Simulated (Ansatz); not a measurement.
# Be3I2: the cost of one run

Computed with Ansatz 0.2.0 (DFT PBE, scalar-relativistic, plane waves, PAW, unless a step's input says otherwise).

### 1 Starting point

The structure is trigonal, space group R-3m (No. 166). Conventional cell: a = 3.790 Å, b = 3.790 Å, c = 26.354 Å, α = 90.00°, β = 90.00°, γ = 120.00°. Be (site symmetry -3m) is surrounded by 6 I at 2.81 Å. Be (site symmetry 3m) is surrounded by 3 I at 2.66 Å. I (site symmetry 3m) is surrounded by 6 Be at 2.66 to 2.81 Å.

As a file:

```
Be I
1.0
     1.89506    1.09411    8.78454
    -1.89506    1.09411    8.78454
     0.00000   -2.18822    8.78454
Be I
3 2
Direct
  0.00000 0.00000 0.00000
  0.20950 0.20950 0.20950
  0.79050 0.79050 0.79050
  0.40000 0.40000 0.40000
  0.60000 0.60000 0.60000
```

(A quick probe on a coarse mesh, which set the mesh and smearing, is not shown.)

### 3 A loose first relaxation

input.yaml

```yaml
crystal:
  lattice:
    - [1.895055116, 1.0941105813, 8.78454174]
    - [-1.895055116, 1.0941105813, 8.78454174]
    - [0.0, -2.1882211627, 8.78454174]
  atoms:
    - { symbol: Be, position: [0.0, 0.0, 0.0] }
    - { symbol: Be, position: [0.2095, 0.2095, 0.2095] }
    - { symbol: Be, position: [0.7905, 0.7905, 0.7905] }
    - { symbol: I, position: [0.4, 0.4, 0.4] }
    - { symbol: I, position: [0.6, 0.6, 0.6] }
basis:
  ecutwfc: 420
kpoints:
  mp_grid: { grid: [6, 6, 6] }
hamiltonian:
  xc: pbe
scf:
  occupations: { method: gaussian, width: 0.1 }
  lower_state_search: "off"
output:
  forces: true
  stress: true
  eigenvalues: true
relax:
  adjacent_minimum: "off"
  f_tol: 0.04
  max_steps: 70
  cell: { stress_tol: 0.4 }
```

The run is started by

```sh
$ ansatz run input.yaml --threads 1 --pin off --max-ram 2560MiB --backend cpu --events-out ev --progress --plain --runs-dir out
```

Q: Estimate wall time and peak memory on 1 thread of Intel Xeon 6975P-C (Granite Rapids), shared host.

About 24 s, with a peak of 0.43 GiB.
